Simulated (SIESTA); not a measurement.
NbPd2 under changes of volume

One of the cells (16.048 Å³/atom); the others are scaled copies at fixed shape and fractional positions:

```
Pd Nb
1.0
    -1.42700    1.98535    4.24842
     1.42700   -1.98535    4.24842
     1.42700    1.98535   -4.24842
Pd Nb
2 1
Direct
  0.33342 0.33342 0.00000
  0.66658 0.66658 0.00000
  0.00000 0.00000 0.00000
```

The cell comes from a database or a generator and needn't be the stable form of this composition.

* Program: SIESTA 5.4.2
* Functional: PBEsol
* Potentials or basis: PseudoDojo 0.4 standard (PBEsol files)
* Basis: DZP (energy shift 0.003 Ry; two zetas on semicore shells)
* Grid cutoff: 800 Ry
* Energy shift: 0.003 Ry
* k mesh: 11 × 11 × 11
* Occupations: fermi-dirac, width 0.05 eV
* Spin: no spin polarisation

| volume (Å³/atom) | energy over the lowest point (meV/atom) | pressure (GPa) | largest force (eV/Å) |
| --- | --- | --- | --- |
| 14.790 | 14.82 | 9.0 | 0.095 |
| 15.104 | 2.56 | 3.7 | 0.071 |
| 15.419 | 0.00 | -0.9 | 0.041 |
| 16.048 | 19.88 | -8.8 | 0.001 |
| 16.363 | ? | ? | ? |
| 16.678 | 66.52 | -14.7 | 0.048 |

Question: What does the run at 16.363 Å³/atom give?

Answer: Energy over the lowest point 40.30 meV/atom; pressure -11.9 GPa; largest force 0.023 eV/Å.

Worked out: A Birch-Murnaghan fit of order 3 (a polynomial in V^(-2/3)) to the other rows has its minimum at 15.35 Å³/atom with B0 = V·E''(V) = 221 GPa and B' = 5.3 at fixed shape and positions, which overstates the stiffness. It gives 40.27 meV/atom at 16.363 Å³/atom, against the run's 40.30, and -dE/dV = -11.9 GPa, against -11.9.

Energies are extrapolated to zero smearing.

Caveats: the basis of atomic orbitals isn't converged, which shifts pressures, moduli and gaps.
